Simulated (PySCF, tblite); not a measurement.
# C₆H₆NO radical: geometry, infrared bands and EPR parameters

What infrared bands and EPR parameters should C₆H₆NO radical (`C/C=C1[C]=C/1NC=O`) show?

The runs use tblite 0.8.0 and PySCF 2.14.0, with density-fitted response routines of our own; the level of theory stands in each step. All values are computed, except where a source is named. Atoms count from 0, in the outputs and in this text.

## Step 1: Starting geometry

14 atoms, charge 0, multiplicity 2; geometry from: force field or distance geometry start.

Bonds of the start (Å): C0–C1 1.47, C1–C2 1.30, C2–C3 1.46, C3–C4 1.33, C4–N5 1.43, N5–C6 1.41, C6–O7 1.26, C4–C2 1.48, C0–H8 1.11, C0–H9 1.13, C0–H10 1.10, C1–H11 1.10, N5–H12 1.06, C6–H13 1.09.

## Step 2: Relaxing the molecule with GFN2-xTB

Job settings and geometry (Å):

```
{"job": {"kind": "relax", "xc": "GFN2-xTB", "basis": "xTB"}, "charge": 0, "multiplicity": 2}
C      2.044300     0.232200     0.192500
C      1.202000     1.208000     0.908300
C     -0.091700     1.094000     0.834500
C     -1.450600     1.524900     1.131300
C     -1.328900     0.454000     0.348600
N     -2.057400    -0.517600    -0.397800
C     -1.472600    -1.539600    -1.168000
O     -0.212700    -1.600400    -1.200200
H      1.881600    -0.818300     0.501800
H      1.853400     0.257700    -0.916900
H      3.105000     0.478800     0.318700
H      1.683700     1.985300     1.513400
H     -3.114600    -0.480600    -0.364500
H     -2.042200    -2.278900    -1.723700
```

Command:

```
> OMP_NUM_THREADS=1 python probes_run.py task.json out
```

This one command runs all jobs of the session in turn.

**Question.** This job is followed by: GFN2-xTB harmonic vibrations, gas phase; UKS B3LYP, pcH-1 on C H N O, non-relativistic, mean-field spin-orbit, GIAO. Predict these results of the whole session: strongest single infrared mode (GFN2-xTB); zero-point energy (GFN2-xTB); g(iso) (B3LYP); ⟨S²⟩; largest a(iso) (averaged by class); potential on the surface of density 0.002 e/bohr³, 1st and 99th percentile.

As calculated:

```
                                                                  quantity                        value
                                 strongest single infrared mode (GFN2-xTB)        1756 cm⁻¹, 383 km/mol
                                              zero-point energy (GFN2-xTB)                63.0 kcal/mol
                                                            g(iso) (B3LYP)                      2.00283
                                                                      ⟨S²⟩           0.767 (exact 0.75)
                                        largest a(iso) (averaged by class)  1H on H8, H9, H10, 52.2 MHz
potential on the surface of density 0.002 e/bohr³, 1st and 99th percentile           -2.11 V and 2.60 V
```

What this shows: Over 134 steps the energy fell by 0.858 eV; of the close pairs, C4–N5 changed most, 1.425 to 1.353 Å. All 36 modes are real, so the xTB geometry is a minimum. The strongest single mode, at 1756 cm⁻¹, moves mainly C6 and O7. Unscaled tight-binding wavenumbers are off by several per cent, some by more. Its intensities can rank the bands wrongly. C1 carries the largest spin population, 0.64 e. The isotropic g lies 0.5 ppt above the free-electron value.
